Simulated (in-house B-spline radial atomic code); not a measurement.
# Mn⁴⁺: ionisation energy by several methods

An exercise on one series of results from a longer session: the logs are not shown, and one member is left open.

The numbers are computed with in-house B-spline radial atomic code version 1 (scalar-relativistic (X2C), several functionals, spin-polarised, exact exchange averaged over the configuration; spherical all-electron atom at the radial basis limit), except any that are marked as measured or tabulated.

### What is computed

- element: manganese (Z = 25)
- charge: +4
- electrons: 21
- configuration: [Ar] 3d3
- nucleus: Fermi, rms radius 3.706 fm

Outer shells as boxes (Hund's rule):

[Ar] 3d3
```
[Ar] core
3d [↑ ][↑ ][↑ ][  ][  ]
```

Where spins are not typed, each open shell is filled with up spins first.

Set-up of the first run:

Input settings:

```ini
Z = 25
electrons = 21.0
configuration = [Ar] 3d3
hamiltonian = x2c
method = r2scan0
spin_polarised = True
nucleus = fermi
rms_radius = 3.7057
mass_number = 55
atomic_mass = 54.93804304
speed_of_light = 137.035999084
exact_exchange = averaged over the configuration
```

Launch:

```
$ python run_scf.py task.json out
```

task.json lists these runs, among others, and the program works through them in turn.

Among the steps run: r2SCAN0, a global hybrid; ωB97X, a range-separated hybrid; LC-ωPBE, a range-separated hybrid; PBE0, a global hybrid; BHandHLYP, a global hybrid.

One of the session's tables, all rows but one given; the rest of the session is left out.

| method | ΔSCF (eV) |
| --- | --- |
| r2SCAN0 | ? |
| PBE0 | 72.791 |
| BHandHLYP | 72.643 |
| ωB97X | 72.418 |
| LC-ωPBE | 72.857 |

Estimate the missing values for r2SCAN0.

**Answer.** ΔSCF (eV): 72.875. In the column «ΔSCF (eV)» it is the highest.
